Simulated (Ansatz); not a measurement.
# SiC: the cost of one run

Method: DFT PBE, scalar-relativistic, plane waves, PAW, in Ansatz 0.2.0.

## 1. Starting point

The structure is cubic, space group F-43m (No. 216). Conventional cell: a = 4.354 Å, b = 4.354 Å, c = 4.354 Å, α = 90.00°, β = 90.00°, γ = 90.00°. Around Si (site symmetry -43m) lie 4 C at 1.89 Å. C (site symmetry -43m) is surrounded by 4 Si at 1.89 Å.

Structure file:

```cif
data_structure
_symmetry_space_group_name_H-M 'P 1'
_symmetry_Int_Tables_number 1
_cell_length_a 3.0787
_cell_length_b 3.0787
_cell_length_c 3.0787
_cell_angle_alpha 60.000
_cell_angle_beta 60.000
_cell_angle_gamma 60.000
_cell_volume 20.63
loop_
_atom_site_label
_atom_site_type_symbol
_atom_site_fract_x
_atom_site_fract_y
_atom_site_fract_z
_atom_site_occupancy
Si1 Si 0.75000 0.75000 0.75000 1
C1 C 0.00000 0.00000 0.00000 1
```

The structure comes from the Materials Project (structure only).

(A quick probe on a coarse mesh, which set the mesh and smearing, is not shown.)

## 3. Relaxing cell and atoms

Contents of input.yaml:

```yaml
crystal:
  lattice:
    - [0.0, 2.17699662, 2.17699662]
    - [2.17699662, 0.0, 2.17699662]
    - [2.17699662, 2.17699662, 0.0]
  atoms:
    - { symbol: Si, position: [0.75, 0.75, 0.75] }
    - { symbol: C, position: [0.0, 0.0, 0.0] }
basis:
  ecutwfc: 420
kpoints:
  mp_grid: { grid: [10, 10, 10] }
hamiltonian:
  xc: pbe
scf:
  occupations: { method: gaussian, width: 0.02 }
output:
  forces: true
  stress: true
  eigenvalues: true
relax:
  adjacent_minimum: "off"
  f_tol: 0.005
  max_steps: 80
  cell: { stress_tol: 0.05 }
```

Launch:

```sh
$ ansatz run input.yaml --threads 4 --pin off --max-ram 8192MiB --backend cpu --events-out ev --progress --plain --runs-dir out
```

Q: Estimate wall time and peak memory on 4 threads of AMD EPYC (Zen 3), shared host.

About 7.3 s, with a peak of 0.32 GiB.
